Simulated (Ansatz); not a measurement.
# LaReN3: the cost of one run

Method: DFT PBEsol+U (U_eff = 8 eV on Re d), plane waves, PAW, no spin–orbit coupling unless a run says so, in Ansatz 0.2.0.

### 1 Starting point

It takes space group Pm-3m (No. 221, cubic). The conventional cell has a = 3.955 Å, b = 3.955 Å, c = 3.955 Å, α = 90.00°, β = 90.00°, γ = 90.00°. La (site symmetry m-3m) is surrounded by 12 N at 2.80 Å. N (site symmetry 4/mmm) is surrounded by 2 Re at 1.98 Å and 4 La at 2.80 Å. Re (site symmetry m-3m) has 6 N at 1.98 Å as nearest neighbours.

Coordinates:

```cif
data_structure
_symmetry_space_group_name_H-M 'P 1'
_symmetry_Int_Tables_number 1
_cell_length_a 3.9549
_cell_length_b 3.9549
_cell_length_c 3.9549
_cell_angle_alpha 90.000
_cell_angle_beta 90.000
_cell_angle_gamma 90.000
_cell_volume 61.86
loop_
_atom_site_label
_atom_site_type_symbol
_atom_site_fract_x
_atom_site_fract_y
_atom_site_fract_z
_atom_site_occupancy
La1 La 0.00000 0.00000 0.00000 1
N1 N 0.00000 0.50000 0.50000 1
N2 N 0.50000 0.00000 0.50000 1
N3 N 0.50000 0.50000 0.00000 1
Re1 Re 0.50000 0.50000 0.50000 1
```

### 2 Ferromagnetic start, free, symmetry kept, no search

input.yaml reads:

```yaml
crystal:
  lattice:
    - [3.95489326, 0.0, 0.0]
    - [0.0, 3.95489326, 0.0]
    - [0.0, 0.0, 3.95489326]
  atoms:
    - { symbol: La, position: [0.0, 0.0, 0.0] }
    - { symbol: "N", position: [0.0, 0.5, 0.5] }
    - { symbol: "N", position: [0.5, 0.0, 0.5] }
    - { symbol: "N", position: [0.5, 0.5, 0.0] }
    - { symbol: Re, position: [0.5, 0.5, 0.5], spin: 1.0 }
basis:
  ecutwfc: 420
  ecutrho_ratio: 4
kpoints:
  mp_grid: { grid: [5, 5, 5] }
hamiltonian:
  xc: pbesol
  hubbard: { sites: [{ site: 4, l: d, u_eff: 8.0 }] }
scf:
  occupations: { method: gaussian, width: 0.05 }
  lower_state_search: "off"
  max_iter: 150
output:
  forces: true
  stress: true
  eigenvalues: true
  populations: true
  hubbard: { sites: [{ site: 4, l: d }] }
magnetization:
  spin_polarized: true
```

Run with:

```console
> ansatz run input.yaml --threads 4 --pin off --max-ram 6144MiB --backend cpu --events-out ev --progress --plain --runs-dir out
```

**Question.** How long does this run take on 4 threads of Arm Neoverse V1, shared host, and how much memory does it need?

About 3 s, with a peak of 0.41 GiB.
